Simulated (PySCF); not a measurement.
# AsH9Si2: the cost of one run

The runs use PySCF 2.14.0; levels as typed in each script, gas phase, geometry from start geometry of a pair search.

### Step 1. Starting geometry

SMILES `[SiH3][SiH3].[AsH3]`, 12 atoms, charge 0, spin multiplicity 1.

Bond lengths: Si1–Si2 2.309 Å, Si1–H3 1.471 Å, Si1–H4 1.466 Å, Si1–H5 1.467 Å, Si2–H6 1.467 Å, Si2–H7 1.463 Å, Si2–H8 1.463 Å, As9–H10 1.491 Å, As9–H11 1.494 Å, As9–H12 1.493 Å. Angles: Si2–Si1–H3 112.9°, Si2–Si1–H4 112.2°, Si2–Si1–H5 112.4°, H3–Si1–H4 106.4°, H3–Si1–H5 106.6°, H4–Si1–H5 105.8°, Si1–Si2–H6 113.2°, Si1–Si2–H7 112.4°, Si1–Si2–H8 111.7°, H6–Si2–H7 106.8°, H6–Si2–H8 106.7°, H7–Si2–H8 105.4°, H10–As9–H11 89.2°, H10–As9–H12 89.0°, H11–As9–H12 89.1°.

Coordinates:

```xyz
12
charge 0, multiplicity 1
Si   -1.9354   -1.1919    0.0000
Si   -2.2535    1.0956    0.0011
H    -0.6561   -1.5912    0.6057
H    -2.9844   -1.8963    0.7435
H    -1.9546   -1.7584   -1.3529
H    -1.0085    1.8529   -0.1711
H    -2.8707    1.5718    1.2392
H    -3.1553    1.5178   -1.0712
As    1.9349    0.0879    0.0388
H     1.7437   -0.3055   -1.3870
H     3.3704    0.3800   -0.2555
H     2.3094   -1.3233    0.3520
```

### Step 2. Binding of the two fragments (TPSS/def2-svpd)

input.py reads:

```python
import numpy as np
from pyscf import gto, scf, dft
from pyscf.scf import atom_ks, atom_hf
from scipy.linalg import block_diag
from pyscf.dispersion import dftd3

def solve(mol, dm0=None, hcore=None):
    mf = (dft.UKS if mol.spin else dft.RKS)(mol, xc='tpss')
    mf.grids.level = 3
    mf = mf.density_fit(auxbasis='def2-universal-jkfit')
    mf.conv_tol, mf.max_cycle = 1e-8, 80
    if hcore is not None:
        mf.get_hcore = lambda *args: hcore
    mf.kernel(dm0)
    if not mf.converged:
        mf = mf.newton().run(mf.mo_coeff, mf.mo_occ, max_cycle=30)
    assert mf.converged, 'SCF not converged'
    return mf

mol = gto.M(atom='''
Si    -1.93537    -1.19186     0.00002
Si    -2.25352     1.09562     0.00111
H     -0.65605    -1.59117     0.60570
H     -2.98441    -1.89631     0.74351
H     -1.95455    -1.75835    -1.35285
H     -1.00851     1.85293    -0.17105
H     -2.87069     1.57177     1.23924
H     -3.15528     1.51779    -1.07122
As     1.93486     0.08786     0.03883
H      1.74367    -0.30547    -1.38702
H      3.37037     0.38003    -0.25547
H      2.30942    -1.32331     0.35198
''', basis='def2-svpd', charge=0, spin=0, verbose=4)
mol_a = gto.M(atom='''
Si    -1.93537    -1.19186     0.00002
Si    -2.25352     1.09562     0.00111
H     -0.65605    -1.59117     0.60570
H     -2.98441    -1.89631     0.74351
H     -1.95455    -1.75835    -1.35285
H     -1.00851     1.85293    -0.17105
H     -2.87069     1.57177     1.23924
H     -3.15528     1.51779    -1.07122
ghost-As     1.93486     0.08786     0.03883
ghost-H      1.74367    -0.30547    -1.38702
ghost-H      3.37037     0.38003    -0.25547
ghost-H      2.30942    -1.32331     0.35198
''', basis='def2-svpd', charge=0, spin=0, verbose=4)
mol_b = gto.M(atom='''
ghost-Si    -1.93537    -1.19186     0.00002
ghost-Si    -2.25352     1.09562     0.00111
ghost-H     -0.65605    -1.59117     0.60570
ghost-H     -2.98441    -1.89631     0.74351
ghost-H     -1.95455    -1.75835    -1.35285
ghost-H     -1.00851     1.85293    -0.17105
ghost-H     -2.87069     1.57177     1.23924
ghost-H     -3.15528     1.51779    -1.07122
As     1.93486     0.08786     0.03883
H      1.74367    -0.30547    -1.38702
H      3.37037     0.38003    -0.25547
H      2.30942    -1.32331     0.35198
''', basis='def2-svpd', charge=0, spin=0, verbose=4)
ab, a, b = solve(mol), solve(mol_a), solve(mol_b)
e_int = ab.e_tot - a.e_tot - b.e_tot
print('counterpoise-corrected interaction energy / kcal/mol', e_int * 627.5095)
def disp(atoms, charge):
    m = gto.M(atom=atoms, charge=charge, basis='sto-3g', spin=None, unit='Bohr', verbose=0)
    return dftd3.DFTD3Dispersion(m, xc='tpss', version='d3bj').get_dispersion()['energy']
e_disp = disp(mol._atom, mol.charge) - disp(mol._atom[:8], mol_a.charge) - disp(mol._atom[8:], mol_b.charge)
print('D3(BJ) part / kcal/mol', e_disp * 627.5095)
# spherically averaged free atoms, for the promolecule
atm = atom_ks.get_atm_nrks(mol, xc='tpss')
pro = block_diag(*[(atm[a[0]][2] * atm[a[0]][3]) @ atm[a[0]][2].T for a in mol._atom])
np.savez('result.npz', e_int=e_int, e_disp=e_disp, dm_a=a.make_rdm1(), dm_b=b.make_rdm1(), c=ab.mo_coeff, occ=ab.mo_occ, eps=ab.mo_energy, pro=pro, d=[f.dip_moment(verbose=0) for f in (ab, a, b)])
```

Run with:

```sh
OMP_NUM_THREADS=1 python input.py
```

**Question.** How long does this run take on 1 thread of Arm Neoverse V1, shared host, and how much memory does it need?

About 2.3 min, with a peak of 0.66 GiB.
